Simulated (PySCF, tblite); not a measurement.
# C5H7B2F2N: geometry, infrared bands and NMR shifts

Wanted: the infrared bands and NMR shifts of C5H7B2F2N (`FB(F)[BH2-][n+]1ccccc1`), by calculation.

The runs use tblite 0.8.0 and PySCF 2.14.0, with density-fitted response routines of our own; the level of theory stands in each step. All values are computed, except where a source is named. Atoms count from 0, in the outputs and in this text.

### 1 The starting structure

17 atoms, charge 0, multiplicity 1; geometry from: force field or distance geometry start.

Bonds of the start (Å): F0–B1 1.45, B1–F2 1.45, B1–B3 1.67, B3–N4 1.55, N4–C5 1.37, C5–C6 1.39, C6–C7 1.39, C7–C8 1.40, C8–C9 1.39, C9–N4 1.37, B3–H10 1.19, B3–H11 1.18, C5–H12 1.09, C6–H13 1.08, C7–H14 1.09, C8–H15 1.08, C9–H16 1.08.

### 2 Optimising the geometry with GFN2-xTB

Job settings and geometry (Å):

```
{"job": {"kind": "relax", "xc": "GFN2-xTB", "basis": "xTB"}, "charge": 0, "multiplicity": 1}
F      3.581500     0.540500     1.285600
B      2.658100    -0.304300     0.547400
F      2.549800    -1.707100     0.915400
B      1.729900     0.331900    -0.686300
N      0.228200     0.167700    -0.335700
C     -0.414700     1.144900     0.368800
C     -1.759600     1.013500     0.699200
C     -2.445600    -0.128400     0.310300
C     -1.784000    -1.130500    -0.411000
C     -0.442200    -0.962400    -0.723300
H      1.987900    -0.246200    -1.695200
H      1.999900     1.473200    -0.824300
H      0.114500     2.037500     0.701900
H     -2.260500     1.784600     1.262800
H     -3.501200    -0.241600     0.559500
H     -2.318600    -2.020000    -0.707900
H      0.069700    -1.741400    -1.277100
```

The run is started by

```bash
$ OMP_NUM_THREADS=1 python probes_run.py task.json out
```

The driver reads the jobs from task.json and runs them one after another.

**Question.** This job is followed by: GFN2-xTB harmonic vibrations, gas phase; GIAO PBE0/pcSseg-1 NMR shielding, non-relativistic, gas phase. Predict these results of the whole session: strongest single infrared mode (GFN2-xTB); zero-point energy (GFN2-xTB); 13C shifts against TMS (PBE0/pcSseg-1, means over atoms taken as alike); 1H shifts against TMS (PBE0/pcSseg-1, means over atoms taken as alike); 19F shifts against CFCl3 (PBE0/pcSseg-1, means over atoms taken as alike); 11B shifts against BF3·OEt2 (PBE0/pcSseg-1); 15N shifts against NH3 (PBE0/pcSseg-1).

The runs gave:

| quantity | value |
| --- | --- |
| strongest single infrared mode (GFN2-xTB) | 1193 cm⁻¹, 405 km/mol |
| zero-point energy (GFN2-xTB) | 74.3 kcal/mol |
| 13C shifts against TMS (PBE0/pcSseg-1, means over atoms taken as alike) | 153.8, 144.1, 131.4 ppm |
| 1H shifts against TMS (PBE0/pcSseg-1, means over atoms taken as alike) | 8.82, 8.03, 7.61, 2.88 ppm |
| 19F shifts against CFCl3 (PBE0/pcSseg-1, means over atoms taken as alike) | -50.3 ppm |
| 11B shifts against BF3·OEt2 (PBE0/pcSseg-1) | 37.1, -25.0 ppm |
| 15N shifts against NH3 (PBE0/pcSseg-1) | 286.0 ppm |

**Reading.** Relaxing lowered the energy by 0.787 eV in 84 steps; the close pair that moved most is F0–B1, from 1.453 to 1.329 Å. All 45 modes are real, so the xTB geometry is a minimum. The strongest single mode, at 1193 cm⁻¹, is spread over many atoms; the largest shares are those of B1, F0. GFN2-xTB is a fitted tight-binding method: band positions and strengths are rough. Its intensities can rank the bands wrongly. At PBE0/pcSseg-1: The widest tensor belongs to N4: span 420 ppm, with a paramagnetic part of -351 ppm. NICS(1)zz of -26 ppm above the planar ring from N4 marks a diatropic (aromatic) ring current.
